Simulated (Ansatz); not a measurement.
# Br3HOSi: the cost of one run

The runs use Ansatz 0.2.0, Gaussian basis; the settings change from run to run.

**1. The geometry**

The geometry comes from an earlier relaxation with PBE0-D4 in a triple-zeta def2 set; it is a stationary point.

SMILES `O[Si](Br)(Br)Br`, 6 atoms, charge 0, spin multiplicity 1.

Atoms are counted from 1 here; the program's logs count them from 0.

Bond lengths: O1–Si2 1.620 Å, O1–H6 0.960 Å, Si2–Br3 2.202 Å, Si2–Br4 2.202 Å, Si2–Br5 2.185 Å. Angles: Si2–O1–H6 117.9°, O1–Si2–Br3 111.0°, O1–Si2–Br4 111.0°, O1–Si2–Br5 106.3°, Br3–Si2–Br4 108.0°, Br3–Si2–Br5 110.3°, Br4–Si2–Br5 110.3°.

Geometry (Å):

```csv
atom,x (Å),y (Å),z (Å)
O1,-0.8451,0.3979,0.9931
Si2,0.1726,0.0694,-0.2236
Br3,1.9868,-0.9358,0.5160
Br4,-0.7779,-1.2465,-1.7115
Br5,0.6868,1.9901,-1.1294
H6,-1.1812,-0.3392,1.5091
```

**2. HF/def2-TZVPD**

This run has high accuracy, the search for lower states set to full.

Input file in.yaml:

```yaml
crystal:
  periodic: [false, false, false]
  atoms:
    - {symbol: O, position_ang: [-0.845092, 0.397926, 0.993150]}
    - {symbol: Si, position_ang: [0.172582, 0.069432, -0.223580]}
    - {symbol: Br, position_ang: [1.986817, -0.935834, 0.516043]}
    - {symbol: Br, position_ang: [-0.777897, -1.246547, -1.711538]}
    - {symbol: Br, position_ang: [0.686842, 1.990148, -1.129351]}
    - {symbol: H, position_ang: [-1.181151, -0.339226, 1.509075]}
basis:
  gaussian: {orbitals: def2-TZVPD}
hamiltonian: {xc: {name: HF}}
accuracy: high
scf: {lower_state_search: full}
output: {forces: true}
```

Run with:

```
$ ansatz run in.yaml --threads 4 --pin off --events-out ev --progress --plain --max-ram 11315MiB
```

Q: Estimate wall time and peak memory on 4 threads of Arm Neoverse V2, shared host.

About 25 s, with a peak of 2.1 GiB.
